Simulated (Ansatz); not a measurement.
# two structures of Na: a comparison of enthalpies under pressure

Program: Ansatz's Python interface.

The script, `run_transition.py`:
```python
"""Enthalpies of two structures of Na under pressure."""

import csv
import warnings

import ansatz
import numpy as np

ECUT = 510
SCF_TOL = 1e-09
FUNCTIONAL = "pbesol"
K_SPACING = 0.16
FILLING = "gaussian"
SIGMA = 0.05


def hcp(A, a):
    return (
        ansatz.Lattice.from_parameters(a, a, 1.633 * a, alpha=90, beta=90, gamma=120)
        .space_group(194)
        .atom(A, (1 / 3, 2 / 3, 0.25))
    )


def sc(a_site, a):
    return (
        ansatz.Lattice.cubic(a)
        .space_group(221)
        .atom(a_site, (0, 0, 0))
    )


def compute(name, crystal, pressure=0.0):
    calc = (
        crystal.calculation()
        .basis(ECUT)
        .scf(tolerance=SCF_TOL)
        .functional(FUNCTIONAL)
        .kpoints(spacing=K_SPACING)
        .occupations(FILLING, width=SIGMA)
    )
    calc = calc.relax(force_tolerance=0.02, cell=True, pressure=pressure)
    return calc.run(threads=1, pin="off")


def volume_per_atom(outcome):
    return abs(np.linalg.det(outcome.lattice.cell_ang)) / len(outcome.lattice.sites)

warnings.simplefilter("ignore", ansatz.DeckWarning)

phases = {}
phases["hcp"] = hcp("Na", 3.81)
phases["sc"] = sc("Na", 3.51)

# H = E + PV, with 1 eV per cubic angstrom equal to 160.2 GPa
pressures = [0, 20, 40, 60]
enthalpy, volume = {name: [] for name in phases}, {name: [] for name in phases}
for p in pressures:
    for name, crystal in phases.items():
        o = compute(name, crystal, pressure=p)
        volume[name].append(volume_per_atom(o))
        enthalpy[name].append(o.report["energy_sigma0_ev"] / len(o.lattice.sites) + p * volume[name][-1] / 160.21766)
gap = np.array(enthalpy["sc"]) - np.array(enthalpy["hcp"])
rows = [(p, va, vb, 1000 * d) for p, va, vb, d in zip(pressures, volume["hcp"], volume["sc"], gap)]
with open("transition.csv", "w", newline="") as handle:
    writer = csv.writer(handle)
    writer.writerow(["P (GPa)", "V hcp (A^3/atom)", "V sc (A^3/atom)", "H(sc) - H(hcp) (meV/atom)"])
    writer.writerows([round(v, 4) if isinstance(v, float) else v for v in row] for row in rows)
print(open("transition.csv").read())
crossings = [p0 - g0 * (p1 - p0) / (g1 - g0) for p0, p1, g0, g1 in zip(pressures, pressures[1:], gap, gap[1:]) if g0 * g1 < 0]
print("crossing near", [round(float(p), 1) for p in crossings], "GPa") if crossings else print("no crossing in this range")
```

Running `python run_transition.py` prints:
```text
P (GPa),V hcp (A^3/atom),V sc (A^3/atom),H(sc) - H(hcp) (meV/atom)
0,36.4016,38.9749,122.5115
20,18.1235,18.118,173.7849
40,14.5583,14.4461,165.0662
60,12.6954,12.5555,148.9903

no crossing in this range
```

Caveats:
- At a fixed pressure a relaxation lowers the enthalpy F + PV, while F alone can rise.
- The program warned that this SCF threshold is loose for forces or stresses.
- These metals are very soft, so angles and axial ratios aren't settled by this mesh and stress tolerance.
- Only these two structures are compared, at zero temperature and with their symmetry kept; either may be hypothetical, and another phase may be lower than both. Differences under about 40 meV an atom lie within the error of mesh and functional.
- The cells are prototypes set up for this calculation and needn't exist.
- The script silences the warnings on its input, which a real study should read.
- Timing: 6.3 min on 1 thread of Arm Neoverse N1 (shared host), peak memory 0.52 GiB.
